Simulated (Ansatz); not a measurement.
# GaBNH+ (quartet): from Hartree-Fock to the top rungs, cc-pVDZ

An exercise on one series of results from a longer session: the logs are not shown, and one member is left open.

The runs use Ansatz 0.2.0, Gaussian basis; cc-pVDZ, core rule «outside noble gas», up to 16 orbitals frozen.

The runs, in order: UHF; CCSD(T) on ROHF; CCSD(T) on UHF; BCCD(T) on ROHF; CISD as a restricted active space (open shells left free, so some higher excitations enter); CCSDT(Q) on ROHF; CCSDT(Q) on UHF.

24 further runs of the same task are left out: 7 that didn't finish, 17 set aside as unsound or not needed. Runs told in other sessions of the task aren't counted.

### The system

The geometry is a PBE0/def2-TZVP stationary point (not a proven minimum) of the parent state, kept for this charge and spin. No spin-orbit coupling is included. The filled d shell of Ga may be among the frozen orbitals whatever the setting's name suggests.

4 atoms, charge 1, spin multiplicity 4.

Atoms are counted from 1 here; the program's logs count them from 0.

Bond lengths: Ga1–N3 1.835 Å, Ga1–H4 1.597 Å, B2–N3 1.258 Å. Angles: N3–Ga1–H4 117.2°, Ga1–N3–B2 162.7°.

As a file:

```
atom    x (Å)     y (Å)     z (Å)
 Ga1  0.00000  -0.04809   0.60345
  B2  0.00000  -0.04172  -2.45525
  N3  0.00000   0.18014  -1.21704
  H4  0.00000   1.27064   1.50401
```

Set-up of the first run:

in.yaml

```yaml
crystal:
  periodic: [false, false, false]
  atoms:
    - {symbol: Ga, position_ang: [0.000000, -0.048088, 0.603452]}
    - {symbol: B, position_ang: [0.000000, -0.041715, -2.455252]}
    - {symbol: N, position_ang: [0.000000, 0.180136, -1.217037]}
    - {symbol: H, position_ang: [0.000000, 1.270639, 1.504012]}
basis:
  gaussian: {orbitals: cc-pVDZ}
total_charge: 1
magnetization: {spin_polarized: true, initial_magnetization: 3}
hamiltonian: {xc: hf}
output: {orbitals: {seedname: orbitals}}
```

Command:

```sh
> ansatz run in.yaml --threads 1 --pin off --events-out ev --progress --plain --max-ram 2393MiB
```

Steps of the session up to this table: UHF; CCSD(T) on ROHF; CCSD(T) on UHF; BCCD(T) on ROHF; CISD as a restricted active space (open shells left free, so some higher excitations enter); CCSDT(Q) on ROHF; CCSDT(Q) on UHF.

One of the session's tables, all rows but one given; the rest of the session is left out.

It belongs to the step «Misses and costs». 

```
   method  from UCCSDT(Q) (kcal/mol)
     ROHF                    +149.81
      UHF                          ?
     RMP2                     +23.73
     UMP2                     +23.46
    RCCSD                      +5.84
    UCCSD                      +5.58
 RCCSD(T)                      +1.39
 UCCSD(T)                      +1.20
  BCCD(T)                      +1.41
   RCCSDT                      +0.55
   UCCSDT                      +0.36
RCCSDT(Q)                      +0.23
UCCSDT(Q)                          0
```

Estimate the missing values for UHF.

The run gave: from UCCSDT(Q) (kcal/mol): +146.51. In the column «from UCCSDT(Q) (kcal/mol)» it lies between RMP2 (+23.73) and ROHF (+149.81).

Not comparable, so not listed: CISD as a restricted active space (open shells left free, so some higher excitations enter) (they don't share determinant, frozen orbitals or solution with the rows shown, or repeat one).

To keep in mind: Restricted and unrestricted rows rest on different reference determinants; a gap between their highest levels can come from leftover correlation error, from unlike frozen cores or from another state.
